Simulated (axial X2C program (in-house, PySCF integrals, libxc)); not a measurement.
**BrBBr⁻: bond lengths and stretches, held linear**

The task here is to estimate one member of a computed series from the others.

Program: an in-house X2C program for linear molecules on PySCF integrals. Level of theory: all-electron X2C, two-component (2c) or spin-free, Br dyall-av3z, B dyall-v3z. These are calculated values, not measurements.

All values are calculated.

2 further runs of the same task are left out: 2 set aside as unsound or not needed.

Set-up of the first run:

task.json

```json
{"zs": [35, 5, 35], "q": -1, "bas": ["dyall-av3z", "dyall-v3z", "dyall-av3z"], "r0": [1.99, 1.99], "symm": 1, "scan": ["PBE0", "HF", "TPSSh"], "levels": ["PBE0", "HF", "B3LYP"], "nst": 2}
```

Keys: zs atomic numbers; q charge; bas basis sets; r0 starting distance in Å; symm equal bonds; scan levels of the two-bond scan; levels methods; nst determinants followed.

Launch:

```console
python solin.py task.json out
```

Masses Br 78.918, B 11.009, Br 78.918 u.

Steps of the session up to this table: Scan at PBE0, 2c; Scan at TPSSh, 2c; Scan at PBE0, spin-free.

One of the session's tables, all rows but one given; the rest of the session is left out.

```
           level  r(Br–B) (Å)  r(B–Br) (Å)  lower stretch (cm⁻¹)  upper stretch (cm⁻¹)
        PBE0, 2c        2.141        2.141                 155.7                 308.5
       TPSSh, 2c        2.163        2.163                 153.3                 299.6
 PBE0, spin-free            ?            ?                     ?                     ?
TPSSh, spin-free        2.159        2.159                 154.2                 303.5
```

Estimate the missing values for PBE0, spin-free.

As computed: r(Br–B) (Å): 2.138; r(B–Br) (Å): 2.138; lower stretch (cm⁻¹): 156.6; upper stretch (cm⁻¹): 312.1. In the column «r(Br–B) (Å)» it is the lowest.

Scans not shown above were run alike.

Limits of these values: For an anion the highest level of a functional can be positive, and the basis then holds the extra electron. The molecule was held linear; bending was not examined, so a bent shape may lie lower. Note: functional without a current term on a determinant with orbital currents, of the molecule or an atom.
